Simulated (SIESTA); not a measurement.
GaGe3:

```
Ge Ga
1.0
     5.98504    0.00000    0.00000
    -2.99252    5.18319    0.00000
     0.00000    0.00000    5.03495
Ge Ga
6 2
Direct
  0.16356 0.32712 0.25000
  0.16356 0.83644 0.25000
  0.67288 0.83644 0.25000
  0.83644 0.67288 0.75000
  0.83644 0.16356 0.75000
  0.32712 0.16356 0.75000
  0.33333 0.66667 0.75000
  0.66667 0.33333 0.25000
```

The cell comes from a database or a generator and needn't be the stable form of this composition.

```yaml
Program: SIESTA 5.4.2
Task: single point
Functional: PBEsol
Potentials_or_basis: PseudoDojo 0.4 standard (PBEsol files)
Basis: DZP (energy shift 0.003 Ry; two zetas on semicore shells)
Grid_cutoff: 800 Ry
Energy_shift: 0.003 Ry
k_mesh: 5 × 5 × 5
Occupations: fermi-dirac, width 0.05 eV
Spin: no spin polarisation
```

On this cell: pressure -3.3 GPa; largest force 0.203 eV/Å; band gap on the k mesh none (metal or under the smearing width).

The same run follows on a disturbed copy (atoms moved at random, drawn with an rms of 0.05 Å):

```
Ge Ga
1.0
     5.98504    0.00000    0.00000
    -2.99252    5.18319    0.00000
     0.00000    0.00000    5.03495
Ge Ga
6 2
Cartesian
  -0.0286 1.7339 1.3073
  -1.5036 4.3287 1.2814
  1.5594 4.3400 1.2116
  2.9772 3.4736 3.8020
  4.5191 0.8532 3.7841
  1.4437 0.8403 3.7857
  -0.0645 3.4219 3.7852
  2.9887 1.7181 1.2776
```

What changes?

The energy (extrapolated to zero smearing) moves by +0.6 meV/atom; pressure -3.3 GPa; largest force 0.254 eV/Å; band gap on the k mesh none (metal or under the smearing width).

Forces in eV/Å, atoms in the order of the input:
```
Ge   0.022  0.175 -0.071
Ge   0.185 -0.048 -0.008
Ge  -0.133 -0.094  0.082
Ge  -0.122 -0.194 -0.048
Ge  -0.231 -0.020  0.003
Ge   0.228  0.107  0.036
Ga   0.101  0.100  0.015
Ga  -0.049 -0.024 -0.010
```

Stress tensor (GPa, compression positive):
```
-3.38 -0.07 -0.07
-0.07 -3.26 -0.06
-0.07 -0.06 -3.16
```

Caveats: the basis of atomic orbitals isn't converged, which shifts pressures, moduli and gaps.
